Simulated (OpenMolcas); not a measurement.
# Tm³⁺ among point charges: CASSCF and CASPT2 levels and susceptibility

How does a field of 6 point charges split the states of Tm³⁺, and what χT follows?

Program: OpenMolcas 26.06. Level of theory: state-averaged CASSCF and CASPT2, spin-orbit coupling by RASSI with atomic mean-field integrals. These are calculated values, not measurements, unless marked.

### Step 1. What is computed

```
Species                           : Tm³⁺ (thulium, Z = 69, 66 electrons)
Basis                             : ANO-RCC-VDZP [7s6p4d2f1g], 68 functions
Scalar Hamiltonian                : DKH2, point nucleus
Inactive shells                   : 1s 2s 2p 3s 3p 3d 4s 4p 4d 5s 5p
Active space                      : 12 electrons in 7 orbitals (4f)
Some configurations of this space : 4f12
Orbitals                          : optimised for the highest spin of each parity, averaged over all roots
```

Outer shells as boxes (Hund's rule):

4f12
```
4f [↑↓][↑↓][↑↓][↑↓][↑↓][↑ ][↑ ]
```

The ion sits among 6 point charges of -1 e arranged as an octahedron (Oh), 2.62 Å from the ion.

Each step is its own input file, run in one work folder so that later steps find the files of earlier ones. Labels, J, g values, rates, χT and fits are worked out afterwards by a script from the matrices that RASSI stores. The input lists half of the charges; inversion (Group=XYZ) makes the rest.

### Step 2. GATEWAY and SEWARD: basis and integrals

The input, a.inp:

```
&GATEWAY
Coord
1

Tm 0.0 0.0 0.0
Basis=ANO-RCC-VDZP
Group=XYZ
NoMove
AngMom=0.0 0.0 0.0
AMFI
XField
3 Angstrom 0
2.620000 0.000000 0.000000 -1.000000
0.000000 2.620000 0.000000 -1.000000
0.000000 0.000000 2.620000 -1.000000
&SEWARD
```

On the command line:

```console
$ OMP_NUM_THREADS=1 MOLCAS_MEM=2252 MOLCAS_PROJECT=a pymolcas a.inp > a.log
```

### Step 3. Reference wave functions, triplets of even parity, 21 roots

The input, a.inp:

```
&RASSCF
FileOrb=start.orb
Symmetry=1
Spin=3
nActEl=12 0 0
Inactive=15 12
Ras2=0 7
CIRoot=21 21 1
SDav=21
CIMx=300
Iter=120 100
PrWF=0.3
OrbListing=Nothing
MaxOrb=0
>>> COPY $Project.JobIph JOB001
```

start.orb holds the contracted functions of the basis, ordered by shell, or the orbitals of the step before.

### Step 4. CASSCF: singlets of even parity, 28 roots

The input, a.inp:

```
&RASSCF
FileOrb=start.orb
Symmetry=1
Spin=1
nActEl=12 0 0
Inactive=15 12
Ras2=0 7
CIRoot=28 28 1
SDav=28
CIMx=300
Iter=120 100
PrWF=0.3
OrbListing=Nothing
MaxOrb=0
CIOnly
>>> COPY $Project.JobIph JOB002
```

### Step 5. State interaction with spin-orbit coupling

The input, a.inp:

```
&RASSI
NrOfJobIphs=2 21 27
1 2 3 4 5 6 7 8 9 10 11 12 13 14 15 16 17 18 19 20 21
1 2 3 4 5 6 7 8 9 10 11 12 13 14 15 16 17 18 19 20 21 22 23 24 25 26 27
IphNames
JOB001
JOB002
EJob
SpinOrbit
DIPRint=1.0
SOCoupling=1000.0
Subsets=2
Property=9
'ANGMOM' 1 'ANGMOM' 2 'ANGMOM' 3 'MLTPL  1' 1 'MLTPL  1' 2 'MLTPL  1' 3
'AMFI' 1 'AMFI' 2 'AMFI' 3
SOProperty=3
'ANGMOM' 1 'ANGMOM' 2 'ANGMOM' 3
```

### Step 6. CASPT2: IPEA 0.25, imaginary shift 0.1 (closed shells correlated: 5s 5p)

The input, a.inp:

```
>>> COPY JOB001 $Project.JobIph
&CASPT2
Multistate=21 1 2 3 4 5 6 7 8 9 10 11 12 13 14 15 16 17 18 19 20 21
NoMult
Frozen=14 9
IPEA=0.25
Imaginary=0.1
MaxIter=60
WThr=0.0 0.3 0.05
PrWF=0.5
NoMix
>>> COPY JOB002 $Project.JobIph
&CASPT2
Multistate=27 1 2 3 4 5 6 7 8 9 10 11 12 13 14 15 16 17 18 19 20 21 22
23 24 25 26 27
NoMult
Frozen=14 9
IPEA=0.25
Imaginary=0.1
MaxIter=60
WThr=0.0 0.3 0.05
PrWF=0.5
NoMix
```

(Steps that only read results are left out.)

What does the calculation give? Wanted: spin-free ground state; first state of the same spin within the active space; lowest level; next level.

As calculated:

| quantity | value |
| --- | --- |
| method | SS-CASPT2, IPEA 0.25, imaginary shift 0.1 (closed shells correlated: 5s 5p) |
| spin-free ground state | 3T1, 3-fold in its orbital part |
| first state of the same spin within the active space | 3E at 52.9 cm⁻¹ |
| lowest level | 1-fold A1 |
| next level | 26.4 cm⁻¹ |
| χT at 300 K | 7.13 cm³ K/mol |
| effective moment at 300 K | 7.55 μB |

Cost by method:

```tsv
method	time of its own steps	time with the reference
A. CASSCF	9.2 s	9.2 s
B. SS-CASPT2, IPEA 0.25, imaginary shift 0.1, +5s 5p	9 s	18 s
```

Times are of one thread on a shared host.

What this shows: The spin-free ground state (3T1) comes to 100 % from free-ion H terms and keeps the highest spin of the shell. The singlets rest on orbitals optimised for another spin in at least one step, which raises them against the optimised states. Not all states of the active space went into the spin-orbit step. CASPT2 does not keep the components of a term degenerate, and the means are used. Point charges carry no covalency, so the field is a model and not that of real ligands.
